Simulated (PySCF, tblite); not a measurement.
# C₂H₆BrSi₂ radical: geometry, infrared bands and EPR parameters

Wanted: the infrared bands and EPR parameters of C₂H₆BrSi₂ radical (`[SiH2]/C=C/[SiH2]Br`), by calculation.

Programs: tblite 0.8.0 and PySCF 2.14.0, with density-fitted response routines of our own. Each step states its level of theory. These are calculated values for one molecule in the gas phase, unless marked as measured. Atoms count from 0, in the outputs and in this text.

### 1 The starting structure

11 atoms, charge 0, multiplicity 2; geometry from: force field or distance geometry start.

Bonds of the start (Å): Si0–C1 1.87, C1–C2 1.30, C2–Si3 1.84, Si3–Br4 2.26, Si0–H5 1.47, Si0–H6 1.50, C1–H7 1.09, C2–H8 1.10, Si3–H9 1.47, Si3–H10 1.46.

### 2 Relaxing the molecule with GFN2-xTB

What the job is given:

```
{"job": {"kind": "relax", "xc": "GFN2-xTB", "basis": "xTB"}, "charge": 0, "multiplicity": 2}
Si     2.542400    -0.221900     0.502100
C      0.690000    -0.488800     0.497100
C     -0.079500     0.274700    -0.212600
Si    -1.913200     0.095800    -0.287500
Br    -2.862000     0.077400     1.758100
H      3.037900    -0.939600    -0.677700
H      2.697800     1.223700     0.140900
H      0.288000    -1.290700     1.115900
H      0.379000     1.077900    -0.814300
H     -2.346600    -1.078900    -1.064100
H     -2.428200     1.273100    -0.983900
```

Launch:

```bash
$ OMP_NUM_THREADS=1 python probes_run.py task.json out
```

One launch serves the whole session: the jobs run in the order shown.

The program printed:

```text
step      E/eV     max force
  0    -403.19871    2.829
  1    -403.26404    1.928
  2    -403.31342    0.686
  3    -403.34973    0.525
  4    -403.38086    0.838
  5    -403.42498    0.812
  6    -403.44491    0.450
  7    -403.45338    0.235
  8    -403.46112    0.311
  9    -403.47133    0.356
 10    -403.48556    0.412
 11    -403.50227    0.396
 12    -403.52230    0.476
 13    -403.54602    0.517
 14    -403.57643    0.492
 15    -403.61698    0.500
 16    -403.64848    0.505
 17    -403.63137    0.911
 18    -403.67469    0.337
 19    -403.68440    0.354
 20    -403.71236    0.259
 21    -403.72062    0.234
 22    -403.73420    0.252
 23    -403.74065    0.273
 24    -403.75619    0.397
 25    -403.76920    0.411
 26    -403.78186    0.300
 27    -403.79084    0.254
 28    -403.79935    0.252
 29    -403.80896    0.345
 30    -403.81574    0.337
 31    -403.82013    0.355
 32    -403.82523    0.206
 33    -403.82949    0.148
 34    -403.83269    0.158
 35    -403.83609    0.176
 36    -403.83842    0.108
 37    -403.83976    0.099
 38    -403.84090    0.103
 39    -403.84192    0.071
 40    -403.84255    0.078
 41    -403.84297    0.062
 42    -403.84342    0.064
 43    -403.84412    0.100
 44    -403.84492    0.096
 45    -403.84549    0.048
 46    -403.84574    0.045
 47    -403.84589    0.037
 48    -403.84603    0.038
 49    -403.84614    0.027
 50    -403.84620    0.017
 51    -403.84623    0.016
 52    -403.84627    0.016
 53    -403.84630    0.016
 54    -403.84634    0.017
 55    -403.84639    0.022
 56    -403.84645    0.025
 57    -403.84649    0.019
 58    -403.84652    0.012
 59    -403.84654    0.012
 60    -403.84657    0.018
 61    -403.84660    0.027
 62    -403.84666    0.031
 63    -403.84673    0.027
 64    -403.84680    0.028
 65    -403.84686    0.022
 66    -403.84692    0.019
 67    -403.84697    0.021
 68    -403.84703    0.031
 69    -403.84714    0.043
 70    -403.84732    0.048
 71    -403.84757    0.049
 72    -403.84783    0.041
 73    -403.84805    0.043
 74    -403.84827    0.059
 75    -403.84867    0.076
 76    -403.84928    0.085
 77    -403.84995    0.077
 78    -403.85020    0.080
 79    -403.85052    0.103
 80    -403.85086    0.060
 81    -403.85109    0.058
 82    -403.85169    0.083
 83    -403.85276    0.139
 84    -403.85406    0.128
 85    -403.85511    0.140
 86    -403.85552    0.101
 87    -403.85653    0.053
 88    -403.85721    0.072
 89    -403.85814    0.108
 90    -403.85902    0.106
 91    -403.86049    0.108
 92    -403.86153    0.116
 93    -403.86436    0.112
 94    -403.86570    0.235
 95    -403.86925    0.106
 96    -403.87063    0.151
 97    -403.87265    0.157
 98    -403.87525    0.131
 99    -403.87718    0.100
100    -403.87820    0.185
101    -403.88115    0.279
102    -403.88336    0.167
103    -403.88656    0.104
104    -403.88867    0.121
105    -403.89096    0.110
106    -403.89177    0.063
107    -403.89218    0.117
108    -403.89261    0.050
109    -403.89301    0.042
110    -403.89322    0.062
111    -403.89333    0.029
112    -403.89343    0.024
113    -403.89364    0.028
114    -403.89376    0.034
115    -403.89393    0.039
116    -403.89408    0.045
117    -403.89422    0.024
118    -403.89431    0.016
119    -403.89435    0.017
120    -403.89439    0.015
121    -403.89442    0.014
122    -403.89446    0.015
123    -403.89452    0.021
124    -403.89459    0.020
125    -403.89465    0.018
126    -403.89469    0.015
127    -403.89472    0.015
128    -403.89475    0.014
129    -403.89478    0.015
130    -403.89481    0.014
131    -403.89484    0.016
132    -403.89487    0.009
```

Run time: 1.4 s. Hardware: 1 thread of Arm Neoverse N1, shared host.

Along the way: (not every step is listed)

```
step  energy from step 0 (eV)  largest force (eV/Å)
   0                   0.0000                2.8288
   1                  -0.0653                1.9276
   2                  -0.1147                0.6858
   3                  -0.1510                0.5253
   4                  -0.1821                0.8378
   5                  -0.2263                0.8122
   6                  -0.2462                0.4503
   7                  -0.2547                0.2347
   8                  -0.2624                0.3109
  19                  -0.4857                0.3541
  30                  -0.6170                0.3373
  41                  -0.6443                0.0622
  52                  -0.6476                0.0164
  63                  -0.6480                0.0269
  74                  -0.6496                0.0590
  85                  -0.6564                0.1403
  96                  -0.6719                0.1515
 107                  -0.6935                0.1165
 118                  -0.6956                0.0155
 127                  -0.6960                0.0145
 128                  -0.6960                0.0137
 129                  -0.6961                0.0151
 130                  -0.6961                0.0145
 131                  -0.6961                0.0156
 132                  -0.6962                0.0095
```

Close pairs (by a distance rule), those that changed most:

```
   bond  before (Å)  after (Å)  change (Å)
  C1–C2       1.296      1.368      +0.072
 Si0–C1       1.872      1.814      -0.058
 Si0–H6       1.498      1.453      -0.045
Si3–Br4       2.255      2.235      -0.020
  C2–H8       1.103      1.084      -0.020
 Si0–H5       1.467      1.449      -0.018
 Si3–H9       1.473      1.461      -0.012
 C2–Si3       1.844      1.852      +0.008
```

The next job starts from the end point, and lists it.

### 3 Vibrational analysis with GFN2-xTB

What the job is given:

```
{"job": {"kind": "ir", "xc": "GFN2-xTB", "basis": "xTB"}, "charge": 0, "multiplicity": 2}
Si     2.505915    -0.144862     0.224179
C      0.700234    -0.257675     0.349264
C     -0.209884     0.343042    -0.476104
Si    -2.051672     0.220789    -0.330641
Br    -2.497868    -1.056659     1.448249
H      3.361066    -0.834775     1.169104
H      3.162812     0.635633    -0.810521
H      0.313047    -0.862719     1.164821
H      0.161631     0.948874    -1.294185
H     -2.712555    -0.471474    -1.434935
H     -2.727301     1.482499    -0.035195
```

The program printed:

```text
mode    cm-1     km/mol
  1      60.6      1.10
  2      80.5      4.44
  3     127.3      4.54
  4     191.0      3.32
  5     240.8      0.01
  6     327.4     10.50
  7     337.6      6.58
  8     400.0      7.05
  9     467.5     73.18
 10     474.8     75.76
 11     576.7      3.80
 12     622.2     21.44
 13     702.6    423.03
 14     744.4    190.91
 15     801.9    334.41
 16     829.3    304.83
 17     918.6      5.16
 18     924.0     66.58
 19    1188.1     48.43
 20    1283.2     63.94
 21    1455.8    307.69
 22    2252.9    336.16
 23    2284.5    276.73
 24    2360.6    218.00
 25    2395.4    230.75
 26    2992.9     18.07
 27    3020.7     54.54
```

It took 0.57 s on 1 thread of Arm Neoverse N1, shared host.

The strongest bands and the atoms that carry them (share of the mass-weighted mode):

```
cm⁻¹  km/mol                                atoms
 703   423.0                    H10 43 %, H9 42 %
 802   334.4                    H10 48 %, H9 48 %
 829   304.8  C2 38 %, Si3 25 %, H8 12 %, C1 10 %
1456   307.7                     C2 45 %, C1 44 %
2253   336.2                    H10 48 %, H9 47 %
2284   276.7                    H9 50 %, H10 48 %
2361   218.0                              H6 96 %
2395   230.8                              H5 96 %
```

### 4 g tensor and hyperfine couplings: B3LYP/def2-TZVP-core+pcH-1

The job, as its differences from that of step 3:

```diff
@@ -1,2 +1,2 @@
-{"job": {"kind": "ir", "xc": "GFN2-xTB", "basis": "xTB"}, "charge": 0, "multiplicity": 2}
+{"job": {"kind": "epr", "basis": "pcH-1"}, "charge": 0, "multiplicity": 2}
 Si     2.505915    -0.144862     0.224179
```

Method: UKS B3LYP, def2-TZVP-core on Br, pcH-1 on C H Si, non-relativistic, mean-field spin-orbit, GIAO.

The program printed:

```text
UKS, coarse grid
  cycle   1  E = -3232.92315742  |g| = 1.58e+00
  cycle   2  E = -3232.81509639  |g| = 7.20e-01
  cycle   3  E = -3232.76972426  |g| = 6.45e-01
  cycle   4  E = -3233.00665257  |g| = 1.15e-01
  cycle   5  E = -3233.01251839  |g| = 3.79e-02
  cycle   6  E = -3233.01319545  |g| = 2.61e-02
  cycle   7  E = -3233.01360121  |g| = 5.28e-03
  cycle   8  E = -3233.01364006  |g| = 2.84e-03
  cycle   9  E = -3233.01364792  |g| = 7.01e-04
UKS, final grid
  cycle   1  E = -3233.01364636  |g| = 8.57e-04
  cycle   2  E = -3233.01364622  |g| = 1.12e-03
  cycle   3  E = -3233.01364664  |g| = 1.33e-04
  cycle   4  E = -3233.01364666  |g| = 7.76e-05
  cycle   5  E = -3233.01364667  |g| = 2.90e-05
  cycle   6  E = -3233.01364667  |g| = 2.01e-05
E = -3233.01364667 Eh   <S^2> = 0.7675 (exact 0.7500)
g shifts (ppm)      1          2          3
  rmc          -121       -121       -121
  gc             -3         29         30
  oz_so        -297        870       2245
  total        -421        778       2153
hyperfine (MHz)  atom isotope    a_iso     a_fc   dipolar eigenvalues
    0  29Si    -126.73    -127.77   -163.94     81.75     82.18
    1   13C     -35.13     -35.12    -19.32      7.59     11.73
    2   13C      32.25      32.35    -29.52    -27.67     57.19
    3  29Si      23.61      23.63     -0.73     -0.53      1.27
    4  79Br      -0.52      -0.58     -0.94      0.36      0.59
    5    1H     -44.74     -44.76    -11.16      4.15      7.01
    6    1H     -42.17     -42.19    -10.24      3.70      6.54
    7    1H       7.06       7.07     -3.34     -2.39      5.73
    8    1H     -22.08     -22.08    -10.77     -1.38     12.15
    9    1H      22.69      22.69     -1.46     -0.81      2.27
   10    1H      22.09      22.09     -1.46     -0.82      2.28
```

Wall time 3.7 min (1 thread of Arm Neoverse N1, shared host); peak memory 1.1 GiB.

Principal g values 2.00190, 2.00310, 2.00447; g(iso) = 2.00316, against 2.00232 for a free electron.

Mean a(iso) over the nuclei that a row names, and the largest dipolar term of the row (other rows stand at the frozen geometry):

```
 nuclei  isotope  a(iso) (MHz)  a(iso) (G, at g = 2.0023)  largest dipolar term (MHz)
    Si0     29Si        -126.7                      -45.2                      -163.9
 H5, H6       1H         -43.5                      -15.5                       -11.2
     C1      13C         -35.1                      -12.5                       -19.3
     C2      13C          32.3                       11.5                        57.2
    Si3     29Si          23.6                        8.4                         1.3
H9, H10       1H          22.4                        8.0                         2.3
     H8       1H         -22.1                       -7.9                        12.1
     H7       1H           7.1                        2.5                         5.7
    Br4     79Br          -0.5                       -0.2                        -0.9
```

Mulliken spin populations:

```
atom  value (e)
 Si0       0.89
  C1      -0.19
  C2       0.37
 Si3      -0.01
 Br4       0.00
  H5      -0.04
  H6      -0.04
  H7       0.00
  H8      -0.02
  H9       0.01
 H10       0.01
```

In first order the couplings over 0.8 MHz of 1H give 36 distinct lines over 57.4 G, if the averaged nuclei exchange fast.

The fields below are evaluated on a grid from the run's orbitals.

ELF in a plane through or near 9 of the atoms.

Ten even steps from ' ' (0.00) to '@' (1.00):
```
                                                        
                                                        
                                                        
                                                        
          ==####==      --%%##--                        
        ==@@@@@@@@==    %%@@@@##                        
        ##@@@@@@@@**    %%@@@@##..    ....              
        ++@@@@@@@@++    ++@@@@##++--..----..            
        ..**@@++::..----==++**++@@..--..----..          
          ::::==##..####**%%..##@@::**++..::..          
        --##====##::%%==++**++****..++......            
      ++@@@@@@==..::%%++..**::..::==++**++::            
    ..%%@@@@@@@@++..::##@@@@==  ==##**++##**++..        
      ##@@@@@@@@--    ##@@@@--..##++--++--%%##--        
      ::%%@@@@%%..    **@@@@  --%%==****::%%##--        
          ::::..        ..    ==%%%%==--##%%**::        
                              --**########**==          
                              ..::========::..          
                                                        
                                                        
```
The map spans 12.2 Å across and 9.3 Å up, centred on the molecule. Atoms in the plane (x, y in Å): Si0 (-2.5, 0.0), C1 (-0.7, -0.4), C2 (0.3, 0.6), Si3 (2.1, 0.2), Br4 (2.3, -2.0), H5 (-3.5, -1.1), H6 (-3.0, 1.3), H7 (-0.5, -1.4), H8 (0.0, 1.6).

log10 of the density (e/Å³) in the same plane.

Ten even steps from ' ' (-4.0) to '@' (2.2):
```
                                                        
                                                        
                                                        
          ....::..........::::....                      
      ....::----::::::::--------::............          
      ..::========------==++++==----------::::..        
    ..::--==++**++==----++****++========----::....      
    ..::--++****++++====++******++++++++====--::..      
    ..::--++++****++++++++**%%******##**++====::..      
    ..::--==++##@@**********##****##@@##++====::..      
  ..::--==++++##@@******@@****++++**##**++==--::..      
  ..::--==++******++****##**++++++++**++++==--::..      
  ..::--==****++++==++++****++==++********++==--::......
    ::--==++++++==--==++****====++**%%%%**++==--::......
    ..::--====--------==========++**@@@@##**==--::......
      ....::::::::..::::------==++********++==--::......
        ..........    ....::::--==++++++++==--::........
                          ..::::--========----::..      
                            ....::::::::::::..          
                                ............            
```
The map spans 12.2 Å across and 9.3 Å up, centred on the molecule. Atoms in the plane (x, y in Å): Si0 (-2.5, 0.0), C1 (-0.7, -0.4), C2 (0.3, 0.6), Si3 (2.1, 0.2), Br4 (2.3, -2.0), H5 (-3.5, -1.1), H6 (-3.0, 1.3), H7 (-0.5, -1.4), H8 (0.0, 1.6).

On the surface of density 0.002 e/bohr³ the electrostatic potential runs, from the 1st to the 99th percentile, from -0.59 V near Br4 to 1.39 V near H8.

The spin density lies nearest to Si0 43 %; C2 21 %; C1 10 % (beta excess); H5, H6 about 9 % each.

### 5 What came out

```
                                 quantity                    value
strongest single infrared mode (GFN2-xTB)     703 cm⁻¹, 423 km/mol
             zero-point energy (GFN2-xTB)            40.1 kcal/mol
                           g(iso) (B3LYP)                  2.00316
                                     ⟨S²⟩       0.767 (exact 0.75)
       largest a(iso) (averaged by class)  29Si on Si0, -126.7 MHz
    surface potential, 1st and 99th percentile       -0.59 V and 1.39 V
```

**Reading.** Relaxing lowered the energy by 0.696 eV in 132 steps; the close pair that moved most is C1–C2, from 1.296 to 1.368 Å. All 27 modes are real, so the xTB geometry is a minimum. The strongest single mode, at 703 cm⁻¹, moves mainly H10 and H9. Unscaled tight-binding wavenumbers are off by several per cent, some by more. Its intensities can rank the bands wrongly. Si0 carries the largest spin population, 0.89 e. The isotropic g lies 0.8 ppt above the free-electron value. The hyperfine terms hold no scalar relativity, which the heavier nuclei need.
